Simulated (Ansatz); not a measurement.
# BGeH6N: basis-set convergence

An exercise on one series of results from a longer session: the logs are not shown, and one member is left open.

Program: Ansatz 0.2.0, Gaussian basis. Level of theory: one geometry, several basis sets. These are calculated values, not measurements.

Plan: PBE0-D4/def2-SVP; ωB97M-V/def2-SVP; PBE0-D4/def2-QZVPP; ωB97M-V/def2-QZVPP; the functionals' def2-TZVPP values are taken from earlier runs.

### The geometry

An earlier PBE0-D4 in a triple-zeta def2 set relaxation fixed the geometry.

SMILES `B[NH][GeH3]`, 9 atoms, charge 0, spin multiplicity 1.

Atoms are counted from 1 here; the program's logs count them from 0.

Bond lengths: B1–N2 1.392 Å, B1–H4 1.199 Å, B1–H5 1.199 Å, N2–Ge3 1.854 Å, N2–H6 1.010 Å, Ge3–H7 1.538 Å, Ge3–H8 1.530 Å, Ge3–H9 1.538 Å. Angles: N2–B1–H4 119.2°, N2–B1–H5 119.6°, H4–B1–H5 121.2°, B1–N2–Ge3 126.2°, B1–N2–H6 117.9°, Ge3–N2–H6 115.9°, N2–Ge3–H7 109.1°, N2–Ge3–H8 106.5°, N2–Ge3–H9 109.1°, H7–Ge3–H8 111.5°, H7–Ge3–H9 109.1°, H8–Ge3–H9 111.5°.

The first run:

Input file in.yaml:

```yaml
crystal:
  periodic: [false, false, false]
  atoms:
    - {symbol: B, position_ang: [-0.873971, 0.629501, -1.162882]}
    - {symbol: N, position_ang: [-0.023269, 0.687116, -0.062719]}
    - {symbol: Ge, position_ang: [0.665233, -0.761366, 0.866593]}
    - {symbol: H, position_ang: [-1.217902, -0.440733, -1.580991]}
    - {symbol: H, position_ang: [-1.249076, 1.646977, -1.674772]}
    - {symbol: H, position_ang: [0.253898, 1.598358, 0.272535]}
    - {symbol: H, position_ang: [2.201550, -0.714807, 0.804862]}
    - {symbol: H, position_ang: [0.114881, -2.015244, 0.184571]}
    - {symbol: H, position_ang: [0.217255, -0.676002, 2.335705]}
basis:
  gaussian: {orbitals: def2-SVP}
hamiltonian: {xc: pbe0, dispersion: d4}
output: {orbitals: {seedname: orbitals}}
```

Steps of the session up to this table: PBE0-D4 in def2-SVP; ωB97M-V in def2-SVP; PBE0-D4 in def2-QZVPP; ωB97M-V in def2-QZVPP.

One of the session's tables, all rows but one given; the rest of the session is left out.

It belongs to the step «Density functionals: the series». 

```
functional       basis  HOMO (eV)  LUMO (eV)
   PBE0-D4    def2-SVP      -8.28       0.33
   PBE0-D4  def2-TZVPP      -8.34       0.06
   PBE0-D4  def2-QZVPP      -8.34      -0.01
   ωB97M-V    def2-SVP          ?          ?
   ωB97M-V  def2-TZVPP     -10.63       1.88
   ωB97M-V  def2-QZVPP     -10.64       1.46
```

**Question.** Estimate the row for ωB97M-V, def2-SVP.

**Answer.** HOMO (eV): -10.55; LUMO (eV): 2.42. In the column «HOMO (eV)» it lies between ωB97M-V, def2-TZVPP (-10.63) and PBE0-D4, def2-TZVPP (-8.34).
